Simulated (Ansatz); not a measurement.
## CH₅ClGe, SMILES [CH3][GeH2][Cl]: vertical and adiabatic energies of changing the electron count

Computed with Ansatz 0.2.0 through its Python package.

Script `run_adiabatic.py`:
```python
import itertools

import ansatz
from ase.data import atomic_numbers, covalent_radii
import numpy as np

BASIS_SET = "def2-SVP"
FUNCTIONAL = "b3lyp"
NET_CHARGE = 1

GEOMETRY = """
C    -0.52540    0.76220   -0.35290
Ge    0.41190   -0.76980    0.20320
Cl    1.61060   -0.26300    1.90130
H     0.21280    1.62130   -0.64610
H    -1.21850    1.14950    0.44840
H    -1.20340    0.56660   -1.24270
H     1.34630   -1.25210   -0.95300
H    -0.54210   -1.87180    0.58600
"""


def main() -> None:
    mol = ansatz.Crystal.molecule()
    for line in GEOMETRY.strip().splitlines():
        symbol, *xyz = line.split()
        mol = mol.atom(symbol, [float(v) for v in xyz])

    model = (
        mol.calculation()
        .basis(gaussian=BASIS_SET)
        .functional(FUNCTIONAL)
    )
    symbols = [site.symbol for site in mol.cartesian_sites]
    start = np.array([site.position_ang for site in mol.cartesian_sites], dtype=float)
    report = model.relax(force_tolerance=0.01).run(threads=1, pin="off").report
    end = np.array(report["positions_ang"])

    minimum = ansatz.Crystal.molecule()
    for symbol, place in zip(symbols, end):
        minimum = minimum.atom(symbol, place.tolist())
    ion = (
        minimum.calculation()
        .basis(gaussian=BASIS_SET)
        .functional(FUNCTIONAL)
        .charge(NET_CHARGE)
        .spin("collinear", total=1)
    )
    vertical = ion.run(threads=1, pin="off").report
    settled = ion.relax(force_tolerance=0.01, max_steps=80).run(threads=1, pin="off").report
    print(f"vertical ionisation energy   {vertical['free_energy_ev'] - report['free_energy_ev']:.3f} eV")
    print(f"adiabatic, no zero point     {settled['free_energy_ev'] - report['free_energy_ev']:.3f} eV")
    print(f"relaxation energy of the ion {vertical['free_energy_ev'] - settled['free_energy_ev']:.3f} eV")
    ionised = np.array(settled["positions_ang"])
    radius = [covalent_radii[atomic_numbers[s]] for s in symbols]
    span = lambda where, i, j: np.linalg.norm(where[i] - where[j])
    bonded = [(i, j) for i, j in itertools.combinations(range(len(symbols)), 2) if min(span(end, i, j), span(ionised, i, j)) < 1.2 * (radius[i] + radius[j])]
    print("pair        before    after (A)")
    for i, j in bonded:
        print(f"{symbols[i]}{i}-{symbols[j]}{j}".ljust(10), f"{span(end, i, j):8.4f} {span(ionised, i, j):8.4f}")


if __name__ == "__main__":
    main()
```

`python run_adiabatic.py` gives:
```text
vertical ionisation energy   10.541 eV
adiabatic, no zero point     10.157 eV
relaxation energy of the ion 0.384 eV
pair        before    after (A)
C0-Ge1       1.9560   2.2484
C0-H3        1.0996   1.0962
C0-H4        1.0996   1.0962
C0-H5        1.1015   1.1004
Ge1-Cl2      2.1907   2.1244
Ge1-H6       1.5416   1.5297
Ge1-H7       1.5416   1.5297
```

Reading the output:
- The settings weren't tested for convergence.
- The energies are electronic: no zero-point or thermal terms, and the basis set is short of its limit. The product may relax into another structure. Each relaxation finds its nearest minimum, which needn't be the lowest.
- b3lyp holds the VWN-RPA fit, as in Gaussian; the form of ORCA and Turbomole is b3lyp5.
- Hardware and time: 110 s on 1 thread of Arm Neoverse V1, with other jobs on the host, peak memory 0.36 GiB.
